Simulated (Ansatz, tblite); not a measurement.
**Cis-V(PH3)2F4 (F4H6P2V): rung by rung**

One table from this session's results is given with a row withheld; the runs are named, their logs left out.

Computed with Ansatz 0.2.0, Gaussian basis. Level: as each input shows.

Levels to be run: GFN1-xTB, GFN2-xTB, PBE-D4/def2-TZVP, r2SCAN-D4/def2-TZVP, PBE-QIDH/def2-TZVP, B2PLYP/def2-TZVP, PBE-D4/def2-SVP, PBE0-D4/def2-SVP, HF/STO-3G, MP2/def2-TZVP, RPA/def2-TZVP.

3 further runs of the same task are left out: 2 that didn't finish, 1 set aside as unsound or not needed.

**The relaxed structure**

The geometry is that of the doublet, from an earlier relaxation (r2SCAN-D4/def2-SVP).

13 atoms, charge 0, spin multiplicity 2.

Bond lengths: F1–V7 1.748 Å, F2–V7 1.748 Å, F3–V7 1.745 Å, F4–V7 1.745 Å, P5–V7 2.767 Å, P5–H8 1.423 Å, P5–H9 1.420 Å, P5–H10 1.420 Å, P6–V7 2.766 Å, P6–H11 1.420 Å, P6–H12 1.423 Å, P6–H13 1.420 Å. Angles: V7–P5–H8 125.6°, V7–P5–H9 115.2°, V7–P5–H10 119.1°, H8–P5–H9 96.8°, H8–P5–H10 96.9°, H9–P5–H10 97.6°, V7–P6–H11 119.0°, V7–P6–H12 125.7°, V7–P6–H13 115.3°, H11–P6–H12 96.9°, H11–P6–H13 97.6°, H12–P6–H13 96.8°, F1–V7–F2 98.1°, F1–V7–F3 100.7°, F1–V7–F4 100.4°, F1–V7–P5 179.0°, F1–V7–P6 81.7°, F2–V7–F3 100.4° and more.

No spin-orbit coupling is included.

PBE0-D4/def2-TZVP was run before; its log isn't repeated, and its numbers join the tables.

The first run:

Tight binding, by tblite at 300 K electronic temperature and without a spin-polarisation term:

```python
tblite.interface.Calculator('GFN1-xTB', numbers, positions, charge=0, uhf=1).singlepoint()
```

Tight binding, by tblite at 300 K electronic temperature and without a spin-polarisation term:

```python
tblite.interface.Calculator('GFN2-xTB', numbers, positions, charge=0, uhf=1).singlepoint()
```

start.molden holds the orbitals of an earlier run on this state, given as this run's starting guess.

File in.yaml:

```yaml
crystal:
  periodic: [false, false, false]
  atoms:
    - {symbol: F, position_ang: [-0.718302, -0.087171, -2.593343]}
    - {symbol: F, position_ang: [-2.584438, 0.145613, -0.740759]}
    - {symbol: F, position_ang: [-0.387668, 1.679481, -0.593894]}
    - {symbol: F, position_ang: [-0.617985, -1.659323, -0.420895]}
    - {symbol: P, position_ang: [-1.057030, 0.132005, 1.903231]}
    - {symbol: P, position_ang: [1.910000, -0.146991, -1.042094]}
    - {symbol: V, position_ang: [-0.845155, 0.015921, -0.853252]}
    - {symbol: H, position_ang: [0.014194, -0.038002, 2.824839]}
    - {symbol: H, position_ang: [-1.932574, -0.823247, 2.484241]}
    - {symbol: H, position_ang: [-1.617687, 1.290099, 2.505006]}
    - {symbol: H, position_ang: [2.493203, -1.302535, -1.626756]}
    - {symbol: H, position_ang: [2.824644, -0.023486, 0.041257]}
    - {symbol: H, position_ang: [2.518789, 0.817646, -1.887591]}
basis:
  gaussian: {orbitals: def2-TZVP, initial_orbitals: start.molden}
magnetization: {spin_polarized: true, initial_magnetization: 1}
hamiltonian: {xc: pbe, dispersion: d4}
scf: {omitted_lower_state_checks: [starts]}
output: {forces: true, orbitals: {seedname: orbitals}}
```

Run with:

```sh
$ ansatz run in.yaml --threads 4 --pin off --events-out ev --progress --plain --max-ram 4787MiB
```

Among the steps run: PBE-D4/def2-TZVP; r2SCAN-D4/def2-TZVP; PBE-QIDH/def2-TZVP; B2PLYP/def2-TZVP; PBE-D4/def2-SVP; PBE0-D4/def2-SVP; HF/STO-3G; MP2/def2-TZVP; RPA/def2-TZVP.

One table of the session follows, with a row left open; its other results are not shown here.

It belongs to the step «Binding energy». 

```
           level  binding an atom (eV)
       HF/STO-3G                 2.768
    HF/def2-TZVP                 2.112
PBE0-D4/def2-SVP                     ?
   MP2/def2-TZVP                 3.225
```

Q: Estimate the row for PBE0-D4/def2-SVP from the others.

**Answer.** binding an atom (eV): 3.292. In the column «binding an atom (eV)» it is the highest.

Caveats from the session: Free atoms were run apart at each level; binding is atoms less cluster, divided by the number of atoms, without zero-point or spin-orbit terms.
